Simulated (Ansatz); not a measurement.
# FHMoOS2: single points with varied inputs

Aim: run FHMoOS2 under a spread of inputs, and see what each costs and gives.

The runs use Ansatz 0.2.0, Gaussian basis; the settings change from run to run.

## Step 1: The relaxed structure

The structure was relaxed beforehand with PBE0-D4 in a triple-zeta def2 set. Mo takes a core potential in def2 sets; no spin-orbit term is included.

SMILES `[OH][Mo]([F])(=[S])=[S]`, 6 atoms, charge 0, spin multiplicity 1.

Atoms are counted from 1 here; the program's logs count them from 0.

Bond lengths: O1–Mo2 1.851 Å, O1–H6 0.963 Å, Mo2–F3 1.837 Å, Mo2–S4 2.093 Å, Mo2–S5 2.093 Å. Angles: Mo2–O1–H6 121.4°, O1–Mo2–F3 111.4°, O1–Mo2–S4 108.2°, O1–Mo2–S5 109.5°, F3–Mo2–S4 109.7°, F3–Mo2–S5 109.4°, S4–Mo2–S5 108.6°.

## Step 2: RPA/def2-SVPD

Set apart from the defaults: charge +1, multiplicity 2, restricted open-shell orbitals, correlated electrons set to outside_noble_gas.

The input, in.yaml:

```yaml
crystal:
  periodic: [false, false, false]
  atoms:
    - {symbol: O, position_ang: [-1.137107, 0.425121, 0.850714]}
    - {symbol: Mo, position_ang: [0.238899, -0.292582, -0.158486]}
    - {symbol: F, position_ang: [1.411277, -1.245480, 0.886533]}
    - {symbol: S, position_ang: [-0.600718, -1.551563, -1.604834]}
    - {symbol: S, position_ang: [1.268113, 1.248529, -1.131131]}
    - {symbol: H, position_ang: [-1.138365, 1.351976, 1.111003]}
basis:
  gaussian: {orbitals: def2-SVPD}
total_charge: 1
magnetization: {spin_polarized: false, initial_magnetization: 1}
hamiltonian: {xc: {name: HF}}
correlation: {method: rpa, electrons: outside_noble_gas}
```

Started as:

```
$ ansatz run in.yaml --threads 4 --pin off --events-out ev --progress --plain --max-ram 10444MiB
```

The program printed:

```text
Functional definition: HF
  name "HF"
  cite "Fock, Z. Phys. 61, 126 (1930) doi:10.1007/BF01340294"
  parent pbe
  exchange = exact_x
  correlation = 0
1338 factors; integrals over basis functions are off by at most 1.2e-3 eV
mean field evaluation 1: about -28206.0171 eV, gradient 6.4e1 eV
mean field evaluation 2: about -28206.1886 eV, gradient 6.4e1 eV
mean field evaluation 4: about -28213.0284 eV, gradient 1.3e1 eV
mean field evaluation 8: about -28213.4476 eV, gradient 1.5e0 eV
mean field evaluation 16: about -28213.2780 eV, gradient 3.2e0 eV
mean field evaluation 32: about -28203.5211 eV, gradient 2.8e1 eV
mean field evaluation 64: about -28213.5083 eV, gradient 2.3e-6 eV
mean field evaluation 96: about -28213.4306 eV, gradient 3.5e0 eV
mean field evaluation 128: about -28213.4523 eV, gradient 1.1e-2 eV
mean field evaluation 160: about -28213.5839 eV, gradient 2.1e-1 eV
mean field -28213.58661280 eV, -1036.8301841644 hartree, gradient 3.8e-6 eV, S^2 0.750000; 11 other end points of the search recorded, 0 dependent functions left out
unrestricted determinant -28214.58883186 eV, -1036.8670150358 hartree, S^2 1.5429
16 core orbitals not correlated: weight in the atoms' cores, before any rotation towards them, 0.986 or more for the frozen orbitals, at most 0.011 for the correlated occupied ones
reference -28213.58661280 eV, -1036.8301841644 hartree; 16, 15 occupied and 110, 111 virtual orbitals, 1338 factors
Total energy: -28238.82253190 eV, -1037.7575870858 hartree
```

It took 15 s on 4 threads of Arm Neoverse V1, shared host; peak memory 0.53 GiB.

## Step 3: PBE0-DH/def2-TZVPD

This run has charge -1, multiplicity 2, atoms shaken by 0.15 Å, a grid of angular degree 11, relativity set to none.

The input, in.yaml:

```yaml
crystal:
  periodic: [false, false, false]
  atoms:
    - {symbol: O, position_ang: [-1.064417, 0.585676, 0.652325]}
    - {symbol: Mo, position_ang: [-0.021837, -0.049794, -0.219604]}
    - {symbol: F, position_ang: [1.291249, -1.364764, 0.940323]}
    - {symbol: S, position_ang: [-0.347067, -1.733242, -1.904483]}
    - {symbol: S, position_ang: [1.499296, 1.358879, -1.193713]}
    - {symbol: H, position_ang: [-0.951945, 1.056234, 1.332711]}
basis:
  gaussian: {orbitals: def2-TZVPD, final_grid: {core_spheres: 5, valence_spheres: 4, degree: 11}}
total_charge: -1
magnetization: {spin_polarized: true, initial_magnetization: 1}
hamiltonian: {xc: {name: PBE0-DH}, pseudopotentials: {relativity: none}}
output: {forces: true}
```

Same command.

The program printed (excerpt; [...] marks lines left out):

```text
Functional definition: PBE0-DH
  name "PBE0-DH"
  cite "Brémond & Adamo, J. Chem. Phys. 135, 024106 (2011) doi:10.1063/1.3604569"
  cite "Perdew, Burke & Ernzerhof, Phys. Rev. Lett. 77, 3865 (1996) doi:10.1103/PhysRevLett.77.3865"
[...]
1485 factors; integrals over basis functions are off by at most 8.9e-4 eV
[...]
mean field -28289.83960490 eV, -1039.6324299382 hartree, gradient 2.4e-6 eV, S^2 1.275784; 14 other end points of the search recorded, 0 dependent functions left out
12 core orbitals not correlated: weight in the atoms' cores, before any rotation towards them, 1.000 or more for the frozen orbitals, at most 0.000 for the correlated occupied ones
reference -28289.83963600 eV, -1039.6324310810 hartree; 21, 20 occupied and 188, 189 virtual orbitals, 1485 factors
second order -44.33975238 eV of doubles, -0.00000000 eV of singles
[...]
Total energy: -28295.38210505 eV, -1039.8361130617 hartree
Atom 0 at    -1.064417     0.585676     0.652325 Å, force   -18.876495     4.712410     6.197284 eV/Å
Atom 1 at    -0.021837    -0.049794    -0.219604 Å, force    21.935111   -15.962158   -17.970902 eV/Å
Atom 2 at     1.291249    -1.364764     0.940323 Å, force    -1.928325     2.341679    -0.972061 eV/Å
Atom 3 at    -0.347067    -1.733242    -1.904483 Å, force    -0.494251     3.009968     2.596263 eV/Å
Atom 4 at     1.499296     1.358879    -1.193713 Å, force    -1.688425    -0.627903     1.402317 eV/Å
Atom 5 at    -0.951945     1.056234     1.332711 Å, force     1.052385     6.526002     8.747099 eV/Å
Dipole moment:    -0.991703     0.771526     1.107762 e Å
```

It took 81 s on 4 threads of Arm Neoverse V1, shared host; peak memory 1.1 GiB.

Largest force 32.541 eV/Å, ⟨S²⟩ 1.276. The spin excess of 0.53 shows a contaminated determinant.

## Step 4: wB97M-V/def2-TZVP

Set apart from the defaults: atoms shaken by 0.08 Å, a grid of angular degree 11.

The input, in.yaml:

```yaml
crystal:
  periodic: [false, false, false]
  atoms:
    - {symbol: O, position_ang: [-1.106914, 0.381872, 0.903238]}
    - {symbol: Mo, position_ang: [0.164825, -0.212534, -0.187139]}
    - {symbol: F, position_ang: [1.429832, -1.306642, 0.871479]}
    - {symbol: S, position_ang: [-0.626641, -1.612773, -1.612404]}
    - {symbol: S, position_ang: [1.235333, 1.261929, -1.284819]}
    - {symbol: H, position_ang: [-1.175752, 1.349318, 1.287696]}
basis:
  gaussian: {orbitals: def2-TZVP, final_grid: {core_spheres: 5, valence_spheres: 4, degree: 11}}
hamiltonian: {xc: {name: wB97M-V}}
output: {forces: true}
```

The command is unchanged.

The program printed (excerpt; [...] marks lines left out):

```text
Functional definition: wB97M-V
  name "wB97M-V"
  cite "Mardirossian & Head-Gordon, J. Chem. Phys. 144, 214110 (2016) doi:10.1063/1.4952647"
  cite "Becke, J. Chem. Phys. 107, 8554 (1997) doi:10.1063/1.475007"
  cite "Vydrov & Van Voorhis, J. Chem. Phys. 133, 244103 (2010) doi:10.1063/1.3521275"
  # Of w^i u^j: cxij and so on, Table III.
[...]
  gx(w, u) = 1 - cx + cx01*u + cx10*w
  gss(w, u) = css00 + css04*u^4 + css10*w + css20*w^2 + css43*w^4*u^3
  gos(w, u) = cos00 + cos10*w + (cos20 + cos21*u)*w^2 + (cos60 + cos61*u)*w^6
[...]
      + integral(e_c_pw_mod_opposite_spin*gos(b97_w_opposite, b97_u_opposite)) + vv10(b, c)
1214 factors; their error is unknown
243 factors; integrals over basis functions are off by at most 1.4e-5 eV
[...]
mean field -28308.73070740 eV, -1040.3266651500 hartree, gradient 7.6e-5 eV, S^2 0.000000; 0 other end points of the search recorded, 0 dependent functions left out
[...]
reference -28308.73077417 eV, -1040.3266676039 hartree; 32, 32 occupied and 150, 150 virtual orbitals, 1214 factors
Total energy: -28308.73077417 eV, -1040.3266676039 hartree
Atom 0 at    -1.106914     0.381872     0.903238 Å, force    -1.880690     3.862334     2.329398 eV/Å
Atom 1 at     0.164825    -0.212534    -0.187139 Å, force     3.763118    -3.400125    -2.248572 eV/Å
Atom 2 at     1.429832    -1.306642     0.871479 Å, force    -1.661519     1.668554    -1.327576 eV/Å
Atom 3 at    -0.626641    -1.612773    -1.612404 Å, force     0.409614     1.354789     1.384579 eV/Å
Atom 4 at     1.235333     1.261929    -1.284819 Å, force    -0.802353    -0.658405     0.951278 eV/Å
Atom 5 at    -1.175752     1.349318     1.287696 Å, force     0.171831    -2.827148    -1.089107 eV/Å
Dipole moment:    -0.383843     0.618843     0.234689 e Å
```

Run time: 6.5 s. Hardware: 4 threads of Arm Neoverse V1, shared host; peak memory 0.55 GiB.

Largest force 5.548 eV/Å, dipole 3.67 D.

## Step 5: PBE0/ANO-RCC-VTZP

The input, in.yaml:

```yaml
crystal:
  periodic: [false, false, false]
  atoms:
    - {symbol: O, position_ang: [-1.137107, 0.425121, 0.850714]}
    - {symbol: Mo, position_ang: [0.238899, -0.292582, -0.158486]}
    - {symbol: F, position_ang: [1.411277, -1.245480, 0.886533]}
    - {symbol: S, position_ang: [-0.600718, -1.551563, -1.604834]}
    - {symbol: S, position_ang: [1.268113, 1.248529, -1.131131]}
    - {symbol: H, position_ang: [-1.138365, 1.351976, 1.111003]}
basis:
  gaussian: {orbitals: ANO-RCC-VTZP}
hamiltonian: {xc: {name: PBE0}}
output: {forces: true}
```

Launched as before.

The program printed (excerpt; [...] marks lines left out):

```text
Functional definition: PBE0
  name "PBE0"
  cite "Adamo & Barone, J. Chem. Phys. 110, 6158 (1999) doi:10.1063/1.478522"
  cite "Perdew, Burke & Ernzerhof, Phys. Rev. Lett. 77, 3865 (1996) doi:10.1103/PhysRevLett.77.3865"
  parent pbe
[...]
1416 factors; integrals over basis functions are off by at most 9.2e-4 eV
[...]
mean field -136664.09180453 eV, -5022.3127395680 hartree, gradient 7.8e-6 eV, S^2 0.000000; 0 other end points of the search recorded, 0 dependent functions left out
[...]
reference -136664.09185639 eV, -5022.3127414739 hartree; 46, 46 occupied and 164, 164 virtual orbitals, 1416 factors
Total energy: -136664.09185639 eV, -5022.3127414739 hartree
Relativity: scalar
Atom 0 at    -1.137107     0.425121     0.850714 Å, force     0.000947     0.075888     0.021959 eV/Å
Atom 1 at     0.238899    -0.292582    -0.158486 Å, force     0.026052     0.010429    -0.015061 eV/Å
Atom 2 at     1.411277    -1.245480     0.886533 Å, force    -0.026506     0.016931    -0.018559 eV/Å
Atom 3 at    -0.600718    -1.551563    -1.604834 Å, force     0.006308     0.004544     0.017749 eV/Å
Atom 4 at     1.268113     1.248529    -1.131131 Å, force    -0.009253    -0.021733     0.014435 eV/Å
Atom 5 at    -1.138365     1.351976     1.111003 Å, force     0.002452    -0.086059    -0.020523 eV/Å
Dipole moment:    -0.173286     0.391316     0.193388 e Å
```

Run time: 21 s. Hardware: 4 threads of Arm Neoverse V1, shared host; peak memory 0.79 GiB.

Largest force 0.089 eV/Å, dipole 2.26 D.

## Step 6: wB97X-V/def2-SVPD

Set apart from the defaults: atoms shaken by 0.15 Å.

The input, in.yaml:

```yaml
crystal:
  periodic: [false, false, false]
  atoms:
    - {symbol: O, position_ang: [-1.228449, 0.573147, 0.899791]}
    - {symbol: Mo, position_ang: [0.234881, -0.426431, -0.019831]}
    - {symbol: F, position_ang: [1.122239, -1.044194, 0.570734]}
    - {symbol: S, position_ang: [-0.495901, -1.409510, -1.707216]}
    - {symbol: S, position_ang: [1.131800, 1.482837, -1.051037]}
    - {symbol: H, position_ang: [-0.988698, 1.289422, 1.271062]}
basis:
  gaussian: {orbitals: def2-SVPD}
hamiltonian: {xc: {name: wB97X-V}}
```

The command is unchanged.

The program printed (excerpt; [...] marks lines left out):

```text
Functional definition: wB97X-V
  name "wB97X-V"
  cite "Mardirossian & Head-Gordon, Phys. Chem. Chem. Phys. 16, 9904 (2014) doi:10.1039/C3CP54374A"
  cite "Becke, J. Chem. Phys. 107, 8554 (1997) doi:10.1063/1.475007"
  cite "Vydrov & Van Voorhis, J. Chem. Phys. 133, 244103 (2010) doi:10.1063/1.3521275"
[...]
      + integral(e_c_pw_opposite_spin*poly(b97_u_opposite, cos0, cos1)) + vv10(b, c)
1305 factors; their error is unknown
425 factors; integrals over basis functions are off by at most 1.7e-5 eV
[...]
mean field -28275.19622886 eV, -1039.0942957942 hartree, gradient 2.0e-5 eV, S^2 0.000000; 0 other end points of the search recorded, 0 dependent functions left out
reference -28275.19622616 eV, -1039.0942956951 hartree; 32, 32 occupied and 110, 110 virtual orbitals, 1305 factors
Total energy: -28275.19622616 eV, -1039.0942956951 hartree
```

It took 8 s on 4 threads of Arm Neoverse V1, shared host.

## Step 7: wB97/def2-TZVP

Set apart from the defaults: high accuracy.

The input, in.yaml:

```yaml
crystal:
  periodic: [false, false, false]
  atoms:
    - {symbol: O, position_ang: [-1.137107, 0.425121, 0.850714]}
    - {symbol: Mo, position_ang: [0.238899, -0.292582, -0.158486]}
    - {symbol: F, position_ang: [1.411277, -1.245480, 0.886533]}
    - {symbol: S, position_ang: [-0.600718, -1.551563, -1.604834]}
    - {symbol: S, position_ang: [1.268113, 1.248529, -1.131131]}
    - {symbol: H, position_ang: [-1.138365, 1.351976, 1.111003]}
basis:
  gaussian: {orbitals: def2-TZVP}
hamiltonian: {xc: {name: wB97}}
accuracy: high
```

Launched as before.

The program printed (excerpt; [...] marks lines left out):

```text
Functional definition: wB97
  name "wB97"
  cite "Chai & Head-Gordon, J. Chem. Phys. 128, 084106 (2008) doi:10.1063/1.2834918"
  cite "Becke, J. Chem. Phys. 107, 8554 (1997) doi:10.1063/1.475007"
[...]
  # The coefficients of nought are those of the uniform gas.
[...]
      + integral(e_c_pw_opposite_spin*poly(b97_u_opposite, 1, cos1, cos2, cos3, cos4))
3099 factors; integrals over basis functions are off by at most 4.2e-9 eV
673 factors; integrals over basis functions are off by at most 1.8e-9 eV
[...]
mean field -28312.30810242 eV, -1040.4581319921 hartree, gradient 6.1e-8 eV, S^2 0.000000; 0 other end points of the search recorded, 0 dependent functions left out
reference -28312.30810096 eV, -1040.4581319386 hartree; 32, 32 occupied and 150, 150 virtual orbitals, 3099 factors
Total energy: -28312.30810096 eV, -1040.4581319386 hartree
```

It took 23 s on 4 threads of Arm Neoverse V1, shared host; peak memory 1.2 GiB.

## Step 8: r2SCANh/def2-SVPD

Set apart from the defaults: D4 dispersion.

Changes to in.yaml since step 7:

```diff
@@ -10,4 +10,3 @@
 basis:
-  gaussian: {orbitals: def2-TZVP}
-hamiltonian: {xc: {name: wB97}}
-accuracy: high
+  gaussian: {orbitals: def2-SVPD}
+hamiltonian: {xc: {name: r2SCANh}, dispersion: d4}
```

Launched as before.

The program printed (excerpt; [...] marks lines left out):

```text
Functional definition: r2SCANh
  name "r2SCANh"
  cite "Bursch, Neugebauer, Ehlert & Grimme, J. Chem. Phys. 156, 134105 (2022) doi:10.1063/5.0086040"
  cite "Furness, Kaplan, Ning, Perdew & Sun, J. Phys. Chem. Lett. 11, 8208 (2020) doi:10.1021/acs.jpclett.0c02405"
  cite "Furness, Kaplan, Ning, Perdew & Sun, J. Phys. Chem. Lett. 11, 9248 (2020) doi:10.1021/acs.jpclett.0c03077"
  parent r2scan
[...]
1280 factors; their error is unknown
[...]
mean field -28298.14587106 eV, -1039.9376795893 hartree, gradient 3.5e-5 eV, S^2 0.000000; 0 other end points of the search recorded, 0 dependent functions left out
reference -28298.14588913 eV, -1039.9376802532 hartree; 32, 32 occupied and 110, 110 virtual orbitals, 1280 factors
Total energy: -28298.20075678 eV, -1039.9396966023 hartree
```

It took 4.4 s on 4 threads of Arm Neoverse V1, shared host.

## Step 9: All runs side by side

| level | charge | multiplicity | geometry | functions | energy (eV) | time |
| --- | --- | --- | --- | --- | --- | --- |
| RPA/def2-SVPD | 1 | 2 | relaxed | 142 | -28238.823 | 15 s |
| PBE0-DH/def2-TZVPD | -1 | 2 | shaken | 221 | -28295.382 | 81 s |
| wB97M-V/def2-TZVP | 0 | 1 | shaken | 182 | -28308.731 | 6.5 s |
| PBE0/ANO-RCC-VTZP | 0 | 1 | relaxed | 210 | -136664.092 | 21 s |
| wB97X-V/def2-SVPD | 0 | 1 | shaken | 142 | -28275.196 | 8 s |
| wB97/def2-TZVP | 0 | 1 | relaxed | 182 | -28312.308 | 23 s |
| r2SCANh/def2-SVPD | 0 | 1 | relaxed | 142 | -28298.201 | 4.4 s |

## Step 10: Results

```
                                         quantity                     value
                                             runs                         7
                                         quickest  r2SCANh/def2-SVPD, 4.4 s
                                          slowest  PBE0-DH/def2-TZVPD, 81 s
spread of total energies, same state and geometry               108365.9 eV
```

**Reading.** Run time spans a factor of 18, from r2SCANh/def2-SVPD to PBE0-DH/def2-TZVPD. The jobs differ in tasks and options as well as level. Total energies at one charge and spin differ by 108366 eV between levels, so only differences within one level mean anything. Some of these runs are scalar-relativistic and others not, which shifts the totals of all-electron atoms past neon by several eV an atom and more; core potentials, where a basis has them, take the core out of the total altogether. At the PBE0-D4/def2-TZVP geometry and in the same state, the sound runs without point charges leave forces up to 0.09 eV/Å (PBE0/ANO-RCC-VTZP), against 5.5 eV/Å where the atoms were moved.
